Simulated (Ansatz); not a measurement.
# SrAg2B2: the cost of one run

Method: DFT PBE, scalar-relativistic, plane waves, PAW, in Ansatz 0.2.0.

### Step 1. The system as given

The structure is monoclinic, space group C2/m (No. 12). Conventional cell: a = 5.735 Å, b = 3.306 Å, c = 7.790 Å, α = 90.00°, β = 103.85°, γ = 90.00°. Sr (site symmetry 2/m) is surrounded by 6 B at 2.41 to 2.42 Å. Ag (site symmetry m) has 3 B at 2.18 Å as nearest neighbours. B (site symmetry m) is surrounded by 3 Ag at 2.18 Å and 3 Sr at 2.41 to 2.42 Å.

Cell or atoms stand a little off a more symmetric structure (R-3m at a tolerance of 0.3 Å), so results at this geometry aren't those of that ideal crystal.

Coordinates:

```xyz
5
Lattice="2.8673 -1.6529 0.0000 2.8673 1.6529 0.0000 -1.8650 0.0000 7.5639" Properties=species:S:1:pos:R:3 pbc="T T T"
Sr   -0.9325    0.0000    3.7819
Ag    0.9817    0.0000    1.2468
Ag    2.8878    0.0000    6.3171
B     0.9785    0.0000    5.2592
B     2.8911    0.0000    2.3046
```

Recipe of the guess: species swapped into a database cell of CaIn2N2 (C2/m, No. 12), with Sr on the Ca sites, Ag on the In sites and B on the N sites. The dimensions are guesses.

### Step 2. Probe: one point on a coarse mesh

input.yaml

```yaml
crystal:
  lattice:
    - [2.86725437, -1.65291652, 0.0]
    - [2.86725437, 1.65291652, 0.0]
    - [-1.8649554, 0.0, 7.56385078]
  atoms:
    - { symbol: Sr, position: [0.0, 0.0, 0.5] }
    - { symbol: Ag, position: [0.22480498, 0.22480498, 0.1648365] }
    - { symbol: Ag, position: [0.77519502, 0.77519502, 0.8351635] }
    - { symbol: B, position: [0.39675444, 0.39675444, 0.69530976] }
    - { symbol: B, position: [0.60324556, 0.60324556, 0.30469024] }
basis:
  ecutwfc: 420
kpoints:
  mp_grid: { grid: [6, 6, 2] }
hamiltonian:
  xc: pbe
scf:
  occupations: { method: gaussian, width: 0.1 }
  lower_state_search: "off"
output:
  forces: true
  stress: true
  eigenvalues: true
```

The run is started by

```console
> ansatz run input.yaml --threads 1 --pin off --max-ram 2560MiB --backend cpu --events-out ev --progress --plain --runs-dir out
```

What time and memory should one allow on 1 thread of Intel Xeon Platinum 8488C (Sapphire Rapids), shared host?

About 2.3 s, with a peak of 0.42 GiB.
